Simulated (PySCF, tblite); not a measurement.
# C5H8BPS: infrared bands and NMR shifts

What infrared bands and NMR shifts should C5H8BPS (`Cc1ccc(BP)s1`) show?

Programs: tblite 0.8.0 and PySCF 2.14.0, with density-fitted response routines of our own. Each step states its level of theory. These are calculated values for one molecule in the gas phase, unless marked as measured. Atoms are numbered from 0 throughout.

## Step 1: Starting geometry

16 atoms, charge 0, multiplicity 1; geometry from: GFN2-xTB.

Bonds of the start (Å): C0–C1 1.49, C1–C2 1.37, C2–C3 1.40, C3–C4 1.38, C4–B5 1.52, B5–P6 1.88, C4–S7 1.75, S7–C1 1.72, C0–H8 1.09, C0–H9 1.09, C0–H10 1.09, C2–H11 1.08, C3–H12 1.08, B5–H13 1.17, P6–H14 1.38, P6–H15 1.38.

## Step 2: Infrared spectrum with GFN2-xTB

Job settings and geometry (Å):

```
{"job": {"kind": "ir", "xc": "GFN2-xTB", "basis": "xTB"}, "charge": 0, "multiplicity": 1}
C     -2.686548    -1.107915    -0.638790
C     -1.497619    -0.347502    -0.171918
C     -1.470485     0.775036     0.610027
C     -0.173747     1.253916     0.836254
C      0.824736     0.515885     0.235505
B      2.323721     0.763335     0.296494
P      3.570178    -0.264964    -0.658315
S      0.094306    -0.819484    -0.633810
H     -2.455256    -2.166632    -0.733987
H     -3.513142    -0.983263     0.057693
H     -3.006310    -0.744746    -1.616926
H     -2.358399     1.235454     1.007323
H      0.041685     2.126433     1.428150
H      2.709969     1.710168     0.871432
H      3.048429    -1.534411    -0.497469
H      4.540884    -0.402366     0.315022
```

**Question.** This job is followed by: GIAO PBE0/pcSseg-1 NMR shielding, non-relativistic, gas phase. What will the session give for the following? strongest single infrared mode (GFN2-xTB); zero-point energy (GFN2-xTB); ¹³C shifts against TMS (PBE0/pcSseg-1); ¹H shifts against TMS (PBE0/pcSseg-1, means over atoms taken as alike); ¹¹B shifts against BF3·OEt2 (PBE0/pcSseg-1); ³¹P shifts against H3PO4 (PBE0/pcSseg-1); ³³S shifts against CS2 (PBE0/pcSseg-1).

As calculated:

| quantity | value |
| --- | --- |
| strongest single infrared mode (GFN2-xTB) | 1443 cm⁻¹, 245 km/mol |
| zero-point energy (GFN2-xTB) | 70.6 kcal/mol |
| ¹³C shifts against TMS (PBE0/pcSseg-1) | 167.7, 158.6, 151.0, 132.2, 18.8 ppm |
| ¹H shifts against TMS (PBE0/pcSseg-1, means over atoms taken as alike) | 7.85, 7.56, 7.09, 2.75, 2.70 ppm |
| ¹¹B shifts against BF3·OEt2 (PBE0/pcSseg-1) | 67.4 ppm |
| ³¹P shifts against H3PO4 (PBE0/pcSseg-1) | -205.9 ppm |
| ³³S shifts against CS2 (PBE0/pcSseg-1) | 269 ppm |

No mode is imaginary among the 42: a minimum at this level. The strongest single mode, at 1443 cm⁻¹, is carried by C3, C4, C2, C1. Unscaled tight-binding wavenumbers are off by several per cent, some by more. Its intensities can rank the bands wrongly. At PBE0/pcSseg-1: The widest tensor belongs to S7: span 304 ppm, with a paramagnetic part of -826 ppm. NICS(1)zz of -23 ppm above the planar ring from C1 marks a diatropic (aromatic) ring current.
